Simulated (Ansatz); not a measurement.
# LaAl4Ni16Bi3: the cost of one run

Method: DFT PBEsol, scalar-relativistic, plane waves, PAW, in Ansatz 0.2.0.

1 further run of the same task is left out (it didn't finish). Runs told in other sessions of the task aren't counted.

### 1 Starting point

The cell holds 24 atoms (Al4Bi3LaNi16): a = 6.417 Å, b = 6.417 Å, c = 8.250 Å, α = 90.00°, β = 90.00°, γ = 101.62°.

The coordinates of this cell stand in the input of its own run.

The host was relaxed before at PBEsol: a = 5.094 Å, b = 8.429 Å, c = 4.009 Å, α = 90.00°, β = 90.00°, γ = 90.00° (conventional cell), 14.347 Å³/atom.

Earlier runs gave the end members, each relaxed in this structure and run in this supercell:

```csv
all sites taken by,free energy (eV),volume (Å³/atom),gap on the mesh (eV)
La,-119633.771,14.347,metal
Bi,-143947.770,13.702,metal
```

### 2 1 La, 3 Bi, cell and atoms relaxed

File input.yaml:

```yaml
crystal:
  lattice:
    - [4.9732857961, 0.0, -4.0547302508]
    - [-4.9732857961, 0.0, -4.0547302508]
    - [0.0, 8.249748018, 0.0]
  atoms:
    - { symbol: Al, position: [0.2464783001, 0.2511801571, 0.0032725756] }
    - { symbol: Al, position: [0.4985987743, -0.001200009, 0.5016507816] }
    - { symbol: Al, position: [-0.0020248952, 0.4997919267, 0.5003908472] }
    - { symbol: Al, position: [0.7489029394, 0.7498377139, -0.0010031122] }
    - { symbol: Bi, position: [0.5036331913, 0.4997903306, 0.5015180083] }
    - { symbol: Bi, position: [0.7486128901, 0.2456302602, -0.0005544377] }
    - { symbol: Bi, position: [0.2477596102, 0.748785037, 0.002611924] }
    - { symbol: La, position: [-0.0053845464, 0.000580247, 0.5005981285] }
    - { symbol: Ni, position: [0.4972837238, 0.4960537777, 0.8323363255] }
    - { symbol: Ni, position: [0.7436384266, 0.2476640352, 0.3291245651] }
    - { symbol: Ni, position: [0.2527229081, 0.7511608605, 0.334107567] }
    - { symbol: Ni, position: [-0.0047383649, 0.0030533186, 0.8309486963] }
    - { symbol: Ni, position: [0.4990825391, 0.4972087754, 0.1719458561] }
    - { symbol: Ni, position: [0.7562632532, 0.2495767447, 0.6708098607] }
    - { symbol: Ni, position: [0.2519375693, 0.7495313511, 0.6686833384] }
    - { symbol: Ni, position: [-0.0004420554, -0.0051255128, 0.1739293625] }
    - { symbol: Ni, position: [0.1299002775, 0.3725568951, 0.7457439543] }
    - { symbol: Ni, position: [0.3723933851, 0.1281266868, 0.2515223347] }
    - { symbol: Ni, position: [0.8770087833, 0.6283795499, 0.2503511266] }
    - { symbol: Ni, position: [0.6284933488, 0.874564753, 0.7486235672] }
    - { symbol: Ni, position: [0.1283671418, 0.379535861, 0.2503141387] }
    - { symbol: Ni, position: [0.3773829895, 0.127425833, 0.7573033111] }
    - { symbol: Ni, position: [0.8745994615, 0.6232101464, 0.7512181159] }
    - { symbol: Ni, position: [0.6246325819, 0.8754354446, 0.2511762047] }
basis:
  ecutwfc: 420
kpoints:
  mp_grid: { grid: [4, 4, 4] }
hamiltonian:
  xc: pbesol
scf:
  occupations: { method: gaussian, width: 0.05 }
output:
  forces: true
  stress: true
  eigenvalues: true
  write_density: true
  write_potential: true
  elf: true
  volumetric_format: npy
relax:
  adjacent_minimum: "off"
  f_tol: 0.03
  max_steps: 45
  cell: { stress_tol: 0.2 }
```

Started as:

```console
ansatz run input.yaml --threads 8 --pin off --max-ram 14336MiB --backend cpu --events-out ev --progress --plain --runs-dir out
```

**Question.** How long does this run take on 8 threads of Arm Neoverse V1, shared host, and how much memory does it need?

About 6.8 min, with a peak of 4 GiB.
